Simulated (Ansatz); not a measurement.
**CH₇FNPSi: a ladder of functionals and wavefunction methods**

The task here is to estimate one member of a computed series from the others.

The runs use Ansatz 0.2.0, Gaussian basis; functionals in def2-TZVPP, the program's frozen cores in correlated methods.

Levels to be run: PBE-D4, r2SCAN-D4, PBE0-D4, B3LYP-D4, ωB97X-V, ωB97M-V, B2PLYP; CCSD(T)/def2-TZVPP; MP2/def2-QZVPP; extrapolation to the limit.

## The geometry

All runs share one geometry, relaxed beforehand with PBE0-D4 in a triple-zeta def2 set.

SMILES `C[SiH](F)PN`, 12 atoms, charge 0, spin multiplicity 1.

Atoms are counted from 1 here; the program's logs count them from 0.

Bond lengths: C1–Si2 1.857 Å, C1–H6 1.092 Å, C1–H7 1.093 Å, C1–H8 1.093 Å, Si2–F3 1.613 Å, Si2–P4 2.240 Å, Si2–H9 1.485 Å, P4–N5 1.708 Å, P4–H10 1.433 Å, N5–H11 1.007 Å, N5–H12 1.008 Å. Angles: Si2–C1–H6 111.3°, Si2–C1–H7 110.2°, Si2–C1–H8 110.5°, H6–C1–H7 108.3°, H6–C1–H8 108.3°, H7–C1–H8 108.1°, C1–Si2–F3 109.0°, C1–Si2–P4 111.1°, C1–Si2–H9 111.8°, F3–Si2–P4 109.6°, F3–Si2–H9 106.0°, P4–Si2–H9 109.2°, Si2–P4–N5 98.6°, Si2–P4–H10 93.6°, N5–P4–H10 104.7°, P4–N5–H11 114.8°, P4–N5–H12 119.1°, H11–N5–H12 111.7°.

Coordinates:

```mol
CH7FNPSi
  3D, bonds by distance, orders not assigned

 12 11  0  0  0  0  0  0  0  0999 V2000
   -1.5920    0.6017    1.2683 C   0  0
    0.0989    0.5789    0.4999 Si  0  0
    1.1077   -0.2181    1.4745 F   0  0
    0.0587   -0.4108   -1.5095 P   0  0
    1.7377   -0.6525   -1.7099 N   0  0
   -1.9947   -0.4082    1.3723 H   0  0
   -2.2805    1.1837    0.6500 H   0  0
   -1.5555    1.0601    2.2595 H   0  0
    0.6598    1.9471    0.3603 H   0  0
   -0.4290   -1.6540   -0.9887 H   0  0
    2.0178   -0.9229   -2.6390 H   0  0
    2.2479   -1.1603   -1.0037 H   0  0
  1  2  8  0
  2  3  8  0
  2  4  8  0
  4  5  8  0
  1  6  8  0
  1  7  8  0
  1  8  8  0
  2  9  8  0
  4 10  8  0
  5 11  8  0
  5 12  8  0
M  END
```

Set-up of the first run:

in.yaml reads:

```yaml
crystal:
  periodic: [false, false, false]
  atoms:
    - {symbol: C, position_ang: [-1.592020, 0.601736, 1.268326]}
    - {symbol: Si, position_ang: [0.098920, 0.578857, 0.499884]}
    - {symbol: F, position_ang: [1.107709, -0.218054, 1.474516]}
    - {symbol: P, position_ang: [0.058713, -0.410753, -1.509520]}
    - {symbol: N, position_ang: [1.737657, -0.652490, -1.709935]}
    - {symbol: H, position_ang: [-1.994694, -0.408189, 1.372277]}
    - {symbol: H, position_ang: [-2.280492, 1.183744, 0.650007]}
    - {symbol: H, position_ang: [-1.555501, 1.060125, 2.259489]}
    - {symbol: H, position_ang: [0.659797, 1.947099, 0.360272]}
    - {symbol: H, position_ang: [-0.428996, -1.654030, -0.988676]}
    - {symbol: H, position_ang: [2.017803, -0.922875, -2.638968]}
    - {symbol: H, position_ang: [2.247902, -1.160272, -1.003671]}
basis:
  gaussian: {orbitals: def2-TZVPP}
hamiltonian: {xc: pbe, dispersion: d4}
output: {forces: true, orbitals: {seedname: orbitals}}
```

Started as:

```bash
ansatz run in.yaml --threads 4 --pin off --events-out ev --progress --plain --max-ram 10444MiB
```

Among the steps run: PBE-D4 (GGA); r2SCAN-D4 (meta-GGA); PBE0-D4 (hybrid); B3LYP-D4 (hybrid); ωB97X-V (range-separated); ωB97M-V (range-separated); B2PLYP (double hybrid); CCSD(T) in def2-TZVPP; MP2 in def2-QZVPP.

One of the session's tables, all rows but one given; the rest of the session is left out.

```
            method  atomisation energy (kcal/mol)
            PBE-D4                         1009.7
         r2SCAN-D4                          994.9
           PBE0-D4                          993.1
          B3LYP-D4                              ?
           ωB97X-V                         1005.7
           ωB97M-V                         1003.4
            B2PLYP                          984.9
     HF/def2-TZVPP                          711.6
    MP2/def2-TZVPP                          974.1
   CCSD/def2-TZVPP                          952.2
CCSD(T)/def2-TZVPP                          965.6
           MP2/CBS                         1005.7
       CCSD(T)/CBS                          997.2
```

Q: Estimate the row for B3LYP-D4 from the others.

As computed: atomisation energy (kcal/mol): 999.9. In the column «atomisation energy (kcal/mol)» it lies between CCSD(T)/CBS (997.2) and ωB97M-V (1003.4).
